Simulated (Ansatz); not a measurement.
**C2H6BFO (SMILES COB(C)F) at PBE/def2-SVP**

What is the energy change on altering one bond length of C2H6BFO at PBE/def2-SVP? 

Program for the calculation: Ansatz 0.2.0.

89 further runs of the same task are left out: 89 set aside as unsound or not needed. Runs told in other sessions of the task aren't counted.

### Step 1. Starting point

C2H6BFO: 11 atoms, total charge 0, spin state singlet. SMILES: `COB(C)F`. The coordinates come from a PBE0-D4/def2-TZVP relaxation. This is one conformer, not always the lowest.

Bond lengths: C1–O2 1.408 Å, O2–B3 1.348 Å, B3–C4 1.569 Å, B3–F5 1.335 Å, C1–H6 1.092 Å, C1–H7 1.092 Å, C1–H8 1.093 Å, C4–H9 1.094 Å, C4–H10 1.090 Å, C4–H11 1.094 Å. Some angles: C1–O2–B3 123.8°, O2–B3–C4 126.0°, O2–B3–F5 114.4°, C4–B3–F5 119.6°, O2–C1–H6 109.0°, O2–C1–H7 108.9°, O2–C1–H8 112.4°, B3–C4–H9 111.5°, B3–C4–H10 111.3°, B3–C4–H11 111.4°.

### Step 2. A single-point energy at PBE/def2-SVP

Input file job.yaml:

```yaml
crystal:
  periodic: [false, false, false]
  atoms:
    - {symbol: C, position_ang: [-1.364400, 0.711100, 0.538500]}
    - {symbol: O, position_ang: [-0.241000, 1.227800, -0.135300]}
    - {symbol: B, position_ang: [0.818600, 0.482700, -0.508900]}
    - {symbol: C, position_ang: [0.993200, -1.057900, -0.270600]}
    - {symbol: F, position_ang: [1.779200, 1.165200, -1.136000]}
    - {symbol: H, position_ang: [-1.458500, 1.207100, 1.506900]}
    - {symbol: H, position_ang: [-2.259100, 0.924300, -0.050000]}
    - {symbol: H, position_ang: [-1.294000, -0.367700, 0.698100]}
    - {symbol: H, position_ang: [0.947600, -1.307000, 0.794000]}
    - {symbol: H, position_ang: [1.947400, -1.412800, -0.660100]}
    - {symbol: H, position_ang: [0.196300, -1.629800, -0.756000]}
basis:
  gaussian:
    orbitals: def2-SVP
accuracy: high
hamiltonian:
  xc: {name: PBE}
output: {orbitals: {seedname: orbitals}}
```

On the command line:

```console
ansatz run job.yaml --threads 1 --pin off --max-ram 2610MiB --events-out events.jsonl --progress --plain --runs-dir runs
```

What it wrote:

```text
Warning: RAYON_NUM_THREADS=1 ignored (pool sized by the plan → 1); use --threads N
Functional definition: PBE
  name "PBE"
  parameter kappa = 0.804
  parameter beta = 0.06672455060314922
  exchange = pbe_x(kappa = kappa, mu = beta*pi^2/3)
  correlation = pbe_c(beta = beta)
2429 factors; integrals over basis functions are off by at most 8.1e-9 eV
mean field evaluation 1: about -7589.9462 eV, gradient 6.9e1 eV
mean field evaluation 2: about -7576.8112 eV, gradient 1.0e2 eV
mean field evaluation 4: about -7600.3446 eV, gradient 5.8e0 eV
mean field evaluation 8: about -7600.4057 eV, gradient 7.8e-1 eV
mean field evaluation 16: about -7600.4068 eV, gradient 8.1e-5 eV
mean field -7600.40676878 eV, -279.3097970120 hartree, gradient 2.2e-8 eV, S^2 0.000000; 0 other end points of the search recorded, 0 dependent functions left out
reference -7600.40677224 eV, -279.3097971392 hartree; 20, 20 occupied and 80, 80 virtual orbitals, 2429 factors
Total energy: -7600.40677224 eV, -279.3097971392 hartree
```

It took 8.7 s on 1 thread of Arm Neoverse V2, shared host; peak memory 0.28 GiB.

### Step 3. The distorted shape

Input file molecule.yaml:

```yaml
crystal:
  periodic: [false, false, false]
  atoms:
    - {symbol: C, position_ang: [-2.212106, 1.307199, 0.837389]}
    - {symbol: O, position_ang: [-1.088706, 1.823899, 0.163589]}
    - {symbol: B, position_ang: [0.818600, 0.482700, -0.508900]}
    - {symbol: C, position_ang: [0.993200, -1.057900, -0.270600]}
    - {symbol: F, position_ang: [1.779200, 1.165200, -1.136000]}
    - {symbol: H, position_ang: [-2.306206, 1.803199, 1.805789]}
    - {symbol: H, position_ang: [-3.106806, 1.520399, 0.248889]}
    - {symbol: H, position_ang: [-2.141706, 0.228399, 0.996989]}
    - {symbol: H, position_ang: [0.947600, -1.307000, 0.794000]}
    - {symbol: H, position_ang: [1.947400, -1.412800, -0.660100]}
    - {symbol: H, position_ang: [0.196300, -1.629800, -0.756000]}
basis:
  gaussian:
    orbitals: def2-SVP
hamiltonian:
  xc: pbe
accuracy: high
output: {orbitals: {seedname: orbitals}}
```

On the command line:

```console
ansatz run molecule.yaml --threads 1 --pin off --max-ram 2610MiB --events-out events.jsonl --progress --plain --runs-dir runs
```

What it wrote (excerpt; [...] marks lines left out):

```text
Warning: RAYON_NUM_THREADS=1 ignored (pool sized by the plan → 1); use --threads N
[... 6 set-up lines as earlier in the session ...]
2384 factors; integrals over basis functions are off by at most 7.6e-9 eV
mean field evaluation 1: about -7580.4791 eV, gradient 7.8e1 eV
mean field evaluation 2: about -7415.3964 eV, gradient 2.1e2 eV
mean field evaluation 4: about -7592.2291 eV, gradient 4.2e1 eV
mean field evaluation 8: about -7595.7851 eV, gradient 9.4e-1 eV
mean field evaluation 16: about -7595.7812 eV, gradient 3.3e-4 eV
mean field -7595.78118940 eV, -279.1398101050 hartree, gradient 4.7e-8 eV, S^2 0.000000; 0 other end points of the search recorded, 0 dependent functions left out
reference -7595.78119323 eV, -279.1398102459 hartree; 20, 20 occupied and 80, 80 virtual orbitals, 2384 factors
Total energy: -7595.78119323 eV, -279.1398102459 hartree
```

Run time: 7.8 s. Hardware: 1 thread of Arm Neoverse V2, shared host; peak memory 0.27 GiB.

### Step 4. Outcome

Level: PBE/def2-SVP.

| quantity | value |
| --- | --- |
| first shape: total energy | -279.30980 Eh |
| first shape: HOMO energy | -7.26 eV |
| first shape: LUMO energy | 0.19 eV |
| first shape: HOMO–LUMO gap | 7.45 eV |
| distorted shape: total energy | -279.13981 Eh |
| distorted shape: HOMO energy | -4.44 eV |
| distorted shape: LUMO energy | -2.86 eV |
| distorted shape: HOMO–LUMO gap | 1.58 eV |
| energy change with the O2–B3 bond stretched from 1.348 to 2.427 Å | 4.626 eV |

In words: With the O2–B3 bond stretched from 1.348 to 2.427 Å the energy rises by 4.63 eV (446 kJ/mol). The first shape isn't relaxed at this level, so the change isn't measured from a minimum. A restricted reference can't describe the breaking bond well at this length.
